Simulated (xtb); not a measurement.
# GFN0-xTB run of GeAsH4F (SMILES [F][GeH2][AsH2])

Wanted: an optimisation with harmonic vibrations of GeAsH4F. 

The results are computed with xtb 6.7.1.

2 further runs of the same task are left out: 2 set aside as unsound or not needed.

**1. Starting point**

The species is GeAsH4F (7 atoms), meant as a singlet with charge 0. SMILES: `[F][GeH2][AsH2]`. The run starts from this shape.

Bond lengths: F1–Ge2 1.772 Å, Ge2–As3 2.147 Å, Ge2–H4 1.524 Å, Ge2–H5 1.526 Å, As3–H6 1.503 Å, As3–H7 1.505 Å. Angles: F1–Ge2–As3 106.4°, F1–Ge2–H4 99.1°, F1–Ge2–H5 98.8°, As3–Ge2–H4 119.2°, As3–Ge2–H5 122.2°, Ge2–As3–H6 90.1°, Ge2–As3–H7 90.2°, H4–Ge2–H5 106.4°, H6–As3–H7 89.4°.

**2. An optimisation with harmonic vibrations at GFN0-xTB**

The input, xcontrol:

```
$chrg 0
$spin 0
$end
```

The input, start.xyz:

```xyz
7

F     -2.00677000     0.05409900     0.34100800
Ge    -0.39007000    -0.19286100    -0.34201200
As     0.94900000    -0.39262000     1.32430000
H     -0.68081000    -1.40935100    -1.21358200
H     -0.34826000     1.00954900    -1.28036200
H      0.94297000     1.09852000     1.51077000
H      2.12923000    -0.25614000     0.40063000
```

Command:

```console
xtb --ohess tight -v --gfn 0 -I xcontrol -- start.xyz > start.out 2> xtb.err
```

Q: Predict the results. Wanted: total energy at the end; dipole moment; HOMO energy; LUMO energy; HOMO–LUMO gap; dispersion energy; mean polarisability; lowest harmonic wavenumber; highest harmonic wavenumber.

Answer, from the run:

At GFN0-xTB:

| quantity | value |
| --- | --- |
| total energy at the end | -10.65168 Eh |
| dipole moment | 3.56 D |
| HOMO energy | -11.49 eV |
| LUMO energy | -6.46 eV |
| HOMO–LUMO gap | 5.03 eV |
| dispersion energy | -3.50 kJ/mol |
| mean polarisability (D4 model) | 69.0 bohr³ |
| lowest harmonic wavenumber | 61 cm⁻¹ |
| highest harmonic wavenumber | 2201 cm⁻¹ |
| zero-point energy | 79.7 kJ/mol |

**Reading.** At the final geometry: Bond lengths: F1–Ge2 1.748 Å, Ge2–As3 2.369 Å, Ge2–H4 1.505 Å, Ge2–H5 1.505 Å, As3–H6 1.522 Å, As3–H7 1.519 Å. Angles: F1–Ge2–As3 107.6°, F1–Ge2–H4 98.8°, F1–Ge2–H5 99.1°, As3–Ge2–H4 119.1°, As3–Ge2–H5 121.6°, Ge2–As3–H6 87.5°, Ge2–As3–H7 87.1°, H4–Ge2–H5 106.1°, H6–As3–H7 87.8°. All 15 modes are real, so the shape is a minimum at this level.
